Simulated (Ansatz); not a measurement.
# LaGa2: the cost of one run

Program: Ansatz 0.2.0. Level of theory: DFT PBEsol, scalar-relativistic, plane waves, PAW. These are calculated values, not measurements.

17 further runs of the same task are left out: 1 that didn't finish, 16 set aside as unsound or not needed.

## 1. The starting structure

The structure is hexagonal, space group P6/mmm (No. 191). Conventional cell: a = 4.273 Å, b = 4.273 Å, c = 4.380 Å, α = 90.00°, β = 90.00°, γ = 120.00°. La (site symmetry 6/mmm) has 12 Ga at 3.30 Å as nearest neighbours. Around Ga (site symmetry -6m2) lie 3 Ga at 2.47 Å.

As a file:

```
La Ga
1.0
     4.27326    0.00000    0.00000
    -2.13663    3.70076    0.00000
     0.00000    0.00000    4.37989
La Ga
1 2
Direct
  0.00000 0.00000 0.00000
  0.33333 0.66667 0.50000
  0.66667 0.33333 0.50000
```

It is the result of an earlier relaxation at this level (volume 23.09 Å³/atom; gap on the mesh: none (metal)).

## 2. Plan of the line

Rigid slide and opening across a plane, one cut a cell; the plane is (0 0 1) of the conventional cell, and the faces at the cut hold La and Ga.

The axes are (1) slide along a1 + a2 (7.402 Å): 12 values from 0.000 to 0.917, periodic; (2) opening across the cut: 7 values from −0.3 to 3.2 Å.

Nothing else is relaxed (rigid halves). Energies count from the perfect crystal. Points are written as (first, second).

## 3. The run at (0.000, −0.3 Å)

input.yaml

```yaml
crystal:
  lattice:
    - [-4.2732645375, 0.0, 0.0]
    - [-2.1366322688, -3.7007556466, 0.0]
    - [0.0, 0.0, 12.8396723144]
  atoms:
    - { symbol: La, position: [0.0, 0.0, 0.9380676027] }
    - { symbol: La, position: [0.0, 0.0, 0.2558242145] }
    - { symbol: La, position: [0.0, 0.0, 0.5969459086] }
    - { symbol: Ga, position: [0.3333333333, 0.3333333333, 0.0852633674] }
    - { symbol: Ga, position: [0.3333333333, 0.3333333333, 0.4263850615] }
    - { symbol: Ga, position: [0.3333333333, 0.3333333333, 0.7675067556] }
    - { symbol: Ga, position: [0.6666666667, 0.6666666667, 0.0852633674] }
    - { symbol: Ga, position: [0.6666666667, 0.6666666667, 0.4263850615] }
    - { symbol: Ga, position: [0.6666666667, 0.6666666667, 0.7675067556] }
basis:
  ecutwfc: 420
kpoints:
  mp_grid: { grid: [10, 10, 3] }
hamiltonian:
  xc: pbesol
scf:
  occupations: { method: gaussian, width: 0.15 }
output:
  forces: true
  stress: true
  eigenvalues: true
```

Launch:

```
$ ansatz run input.yaml --threads 4 --pin off --max-ram 10240MiB --backend cpu --events-out ev --progress --plain --runs-dir out
```

What time and memory should one allow on 4 threads of Arm Neoverse V2, shared host?

About 11 s, with a peak of 0.73 GiB.
